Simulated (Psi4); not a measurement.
**GaF (SMILES [F][Ga]): SCS-MP2/cc-pVTZ (fitted SCF)**

Aim: the vertical ionisation energy of GaF at SCS-MP2/cc-pVTZ (fitted SCF), from 2 runs. The job is set up through a Python script.

The calculation is run with Psi4 1.11.

2 further runs of the same task are left out: 2 for a known fault of the program.

## Step 1: The structure to begin with

GaF: 2 atoms, total charge 0, spin state singlet. SMILES: `[F][Ga]`. Geometry: a GFN2-xTB relaxation, a rough one for these elements and not checked as a minimum.

Bond lengths: F1–Ga2 1.799 Å.

## Step 2: A single-point energy at SCS-MP2/cc-pVTZ (fitted SCF)

Input file job.py:

```python
import psi4

psi4.set_memory(1600000000)
psi4.set_num_threads(1)
psi4.set_output_file('fga.out', False)

molecule = psi4.geometry("""
0 1
F
Ga 1 1.79915
symmetry c1
""")

psi4.set_options({
    'basis': 'cc-pVTZ',
    'scf_type': 'disk_df',
    'mp2_type': 'conv',
})

e = psi4.energy("scs-mp2", molecule=molecule)
print(f'total energy {e:.8f} hartree = {e * 27.211386:.5f} eV')
```

The run is started by

```console
$ python job.py
```

fga.out:

```text
[...]
  Running in c1 symmetry.
[...]
  Nuclear repulsion =   82.061218784942881
[...]
  Multiplicity = 1
[...]
  Nalpha       = 20
  Nbeta        = 20
[...]
    Number of basis functions: 73
[...]
   @DF-RHF iter   1: -2022.03578776076483   -4.21108e+00   2.27194e-02 DIIS/ADIIS
[...]
   @DF-RHF iter  11: -2022.82044481866365   -2.95586e-12   3.30077e-09 DIIS
[...]
    Orbital Energies [Eh]
    ---------------------
    Doubly Occupied:
       1A   -378.822958     2A    -48.172404     3A    -42.498678
       4A    -42.498678     5A    -42.497088     6A    -26.214290
       7A     -6.403861     8A     -4.494181     9A     -4.494181
      10A     -4.488977    11A     -1.493836    12A     -1.207996
      13A     -1.207996    14A     -1.202896    15A     -1.202896
      16A     -1.198774    17A     -0.629253    18A     -0.573264
      19A     -0.573264    20A     -0.367642
[...]
  @DF-RHF Final Energy: -2022.82044481866365
   => Energetics <=
    Nuclear Repulsion Energy =             82.0612187849428807
    One-Electron Energy =               -2989.2771034049355876
    Two-Electron Energy =                 884.3954398013289619
    Total Energy =                      -2022.8204448186638729
[...]
 Multipole Moments:
 ------------------------------------------------------------------------------------
     Multipole            Electronic (a.u.)      Nuclear  (a.u.)        Total (a.u.)
 ------------------------------------------------------------------------------------
 L = 1.  Multiply by 2.5417464519 to convert [e a0] to [Debye]
 Dipole X            :         -0.0000000            0.0000000           -0.0000000
 Dipole Y            :          0.0000000            0.0000000            0.0000000
 Dipole Z            :          2.1330611           -1.2134090            0.9196521
 Magnitude           :                                                    0.9196521
[...]
	SCS-MP2 Total Energy (a.u.)        : -2023.24546223271409
	SOS-MP2 Total Energy (a.u.)        : -2023.23641456749169
	SCSN-MP2 Total Energy (a.u.)       : -2023.03716420440855
[...]
	SOS-PI-MP2 Total Energy (a.u.)     : -2023.26841224047848
[...]
	MP2 Total Energy (a.u.)            : -2023.26355756315911
[...]
```

Standard output:

```text
total energy -2023.24546223 hartree = -55055.31325 eV
```

Wall time 21 s (1 thread of Intel Xeon Platinum 8259CL at 2.50GHz (Skylake/Cascade Lake), shared host); peak memory 0.82 GiB.

## Step 3: The doublet cation

Input file fga.py:

```python
import psi4

psi4.set_memory(1600000000)
psi4.set_num_threads(1)
psi4.set_output_file('run.log', False)

geom = psi4.geometry("""
1 2
F
Ga 1 1.79915
units angstrom
symmetry c1
""")

psi4.set_options({
    'basis': 'cc-pVTZ',
    'reference': 'uhf',
    'scf_type': 'disk_df',
    'mp2_type': 'conv',
})

result, w = psi4.energy('scs-mp2', return_wfn=True)
print(f'scs-mp2 energy: {result:.10f} Eh')
```

The run is started by

```console
$ python fga.py
```

run.log:

```text
[...]
  Running in c1 symmetry.
[...]
  Nuclear repulsion =   82.061218784942881
[...]
  Multiplicity = 2
[...]
  Nalpha       = 20
  Nbeta        = 19
[...]
    Number of basis functions: 73
[...]
   @DF-UHF iter   1: -2021.80547818033938   -3.98077e+00   2.19565e-02 ADIIS/DIIS
[...]
   @DF-UHF iter  14: -2022.47497994087939   -4.32010e-12   4.05341e-09 DIIS
[...]
   @S^2 Observed:                7.650882865E-01
[...]
    Orbital Energies [Eh]
    ---------------------
    Alpha Occupied:
       1A   -379.184424     2A    -48.530296     3A    -42.856706
       4A    -42.856706     5A    -42.854870     6A    -26.512664
       7A     -6.765599     8A     -4.855424     9A     -4.855424
      10A     -4.849216    11A     -1.785937    12A     -1.569441
      13A     -1.569441    14A     -1.562489    15A     -1.562489
      16A     -1.555245    17A     -0.928399    18A     -0.851588
      19A     -0.851588    20A     -0.723999
    Alpha Virtual:
      21A     -0.223606    22A     -0.223606    23A     -0.123785
      24A     -0.047796    25A      0.056544    26A      0.056544
[...]
  @DF-UHF Final Energy: -2022.47497994087939
   => Energetics <=
    Nuclear Repulsion Energy =             82.0612187849428807
    One-Electron Energy =               -2975.8520716060002087
    Two-Electron Energy =                 871.3158728801779489
    Total Energy =                      -2022.4749799408793933
  UHF NO Occupations:
  HONO-2 :   18  A 1.9998512
  HONO-1 :   19  A 1.9929483
[...]
 Multipole Moments:
 ------------------------------------------------------------------------------------
     Multipole            Electronic (a.u.)      Nuclear  (a.u.)        Total (a.u.)
 ------------------------------------------------------------------------------------
 L = 1.  Multiply by 2.5417464519 to convert [e a0] to [Debye]
 Dipole X            :         -0.0000000            0.0000000           -0.0000000
 Dipole Y            :          0.0000000            0.0000000            0.0000000
 Dipole Z            :          3.0688152           -1.2134090            1.8554062
 Magnitude           :                                                    1.8554062
[...]
	SCS-MP2 Total Energy (a.u.)        : -2022.86763422335162
	SOS-MP2 Total Energy (a.u.)        : -2022.82786194659002
	SCSN-MP2 Total Energy (a.u.)       : -2022.68497756218039
[...]
	SOS-PI-MP2 Total Energy (a.u.)     : -2022.88667561420857
[...]
	MP2 Total Energy (a.u.)            : -2022.88836510925626
[...]
```

On the terminal:

```text
scs-mp2 energy: -2022.8676342234 Eh
```

Run time: 24 s. Hardware: 1 thread of Intel Xeon Platinum 8259CL at 2.50GHz (Skylake/Cascade Lake), shared host; peak memory 0.82 GiB.

## Step 4: Outcome

At SCS-MP2/cc-pVTZ (fitted SCF):

| quantity | value |
| --- | --- |
| singlet GaF: total energy | -2023.24546 Eh |
| singlet GaF: HOMO energy (Hartree–Fock orbitals) | -10.00 eV |
| singlet GaF: LUMO energy (Hartree–Fock orbitals) | 1.07 eV |
| singlet GaF: HOMO–LUMO gap (Hartree–Fock orbitals) | 11.08 eV |
| singlet GaF: correlation energy | -425.0 mEh |
| doublet cation: total energy | -2022.86763 Eh |
| doublet cation: HOMO energy (Hartree–Fock orbitals) (highest over α and β) | -19.70 eV |
| doublet cation: LUMO energy (Hartree–Fock orbitals) (lowest over α and β) | -8.85 eV |
| doublet cation: correlation energy | -392.7 mEh |
| doublet cation: ⟨S²⟩ of the reference determinant | 0.765 |
| vertical ionisation energy (to the doublet cation) | 10.281 eV |

In words: Removing an electron at fixed nuclei costs 10.28 eV (237 kcal/mol).
